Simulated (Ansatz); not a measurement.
# Ti2O (P-3m1): charge-density difference against the sublattices

A script is to give a charge-density difference against the sublattices; the system is Ti2O (P-3m1).

Computed with the Python package of Ansatz 0.2.0. Level of theory: DFT LDA, plane waves, PAW.

### Step 1. The structure

It takes space group P-3m1 (No. 164, trigonal). The conventional cell has a = 2.919 Å, b = 2.919 Å, c = 4.713 Å, α = 90.00°, β = 90.00°, γ = 120.00°. Around Ti (site symmetry 3m) lie 3 O at 2.14 Å. Around O (site symmetry -3m) lie 6 Ti at 2.14 Å.

No structure file is read: the coordinates are typed or built in the script.

### Step 2. The code

drho_ti2o.py

```python
# -*- coding: utf-8 -*-
'''Charge transfer in Ti2O from a density difference.'''

from dataclasses import dataclass

import ansatz as az
import numpy as np


@dataclass(frozen=True)
class RunConfig:
    xc: str = 'LDA'
    filling: str = 'cold'
    smearing_width: float = 0.05
    cutoff_ev: int = 460
    kmesh: tuple[int, ...] = (9, 9, 5)


cfg = RunConfig()

vectors0 = np.array([
    [2.9194, 0.0, 0.0],
    [-1.4597, 2.52827, 0.0],
    [0.0, 0.0, 4.713],
])
sites = [
    ('Ti', (2 / 3, 1 / 3, 0.27874)),
    ('Ti', (1 / 3, 2 / 3, 0.72126)),
    ('O', (0.0, 0.0, 0.0)),
]


def on_lattice(cell):
    crystal = az.Crystal(lattice=az.Lattice.of(cell))
    for symbol, position in sites:
        crystal = crystal.atom(symbol, position)
    return crystal

# one cutoff and one grid for all runs, so that the fields can be subtracted
def solve(crystal):
    return (
        crystal.calculation()
        .functional(cfg.xc)
        .occupations(cfg.filling, width=cfg.smearing_width)
        .basis(cfg.cutoff_ev, grid_basis='typed')
        .kpoints(*cfg.kmesh)
        .density()
        .run(threads=1)
    )


whole = solve(on_lattice(vectors0))
difference = whole.density().channels[0].density_e_per_ang3.copy()
binding = whole.report['free_energy_ev']
for element in ['Ti', 'O']:
    part = az.Crystal(lattice=az.Lattice.of(vectors0))
    for symbol, position in sites:
        if symbol == element:
            part = part.atom(symbol, position)
    alone = solve(part)
    difference -= alone.density().channels[0].density_e_per_ang3
    binding -= alone.report['free_energy_ev']
    print(f'{element} sublattice: {alone.report["n_electrons"]:g} electrons, {alone.report["n_iterations"]} iterations')

voxel = abs(np.linalg.det(vectors0)) / difference.size
print(f'energy of the crystal less its unpolarised sublattices: {binding / len(sites):.4f} eV/atom')
print(f'net charge of the difference {difference.sum() * voxel:.5f} e, charge moved {0.5 * np.abs(difference).sum() * voxel:.3f} e')
print(f'extremes {difference.min():.4f} and {difference.max():.4f} e/A^3')
for (symbol, position) in sites:
    index = tuple(int(round(p * n)) % n for p, n in zip(position, difference.shape))
    print(f'  change of the pseudo-density at the grid point nearest {symbol}: {difference[index]:+.4f} e/A^3')
profile = difference.mean(axis=(0, 1))
print('planar mean along the third vector:', np.round(profile[:: max(len(profile) // 12, 1)], 4))
```

### Step 3. What the engine is handed

The package turns the script's settings into the engine's input (first run):

```yaml
crystal:
  lattice:
    - [2.9194, 0.0, 0.0]
    - [-1.4597, 2.52827, 0.0]
    - [0.0, 0.0, 4.713]
  atoms:
    - { symbol: Ti, position: [0.6666666666666666, 0.3333333333333333, 0.27874] }
    - { symbol: Ti, position: [0.3333333333333333, 0.6666666666666666, 0.72126] }
    - { symbol: O, position: [0.0, 0.0, 0.0] }
basis:
  ecutwfc: 460.0
  fft_grid_basis: typed
kpoints:
  mp_grid:
    grid: [9, 9, 5]
hamiltonian:
  xc: lda
scf:
  occupations:
    method: cold
    width: 0.05
output:
  write_density: true
```

### Step 4. The run

The run is started by

```sh
$ python drho_ti2o.py
```

Without the output at hand: what should come out? Wanted: charge moved; crystal less its sublattices.

The runs gave:

```
                    quantity            value
                charge moved          0.484 e
crystal less its sublattices  -3.5701 eV/atom
               runs compared                3
```

**Reading.** All 3 runs converged (6 to 9 cycles). Spin is left out of this run. The mesh is modest for a metal, so energies are good to some meV an atom at best, and derived values to several per cent. Densities and potentials on the grid are those of the valence electrons, and inside the cores they hang on the potentials used. The starting cell is as deposited in a crystallographic database. The fields are smooth valence densities, so values at the nuclei aren't all-electron ones; the sublattices are artificial, unpolarised references.
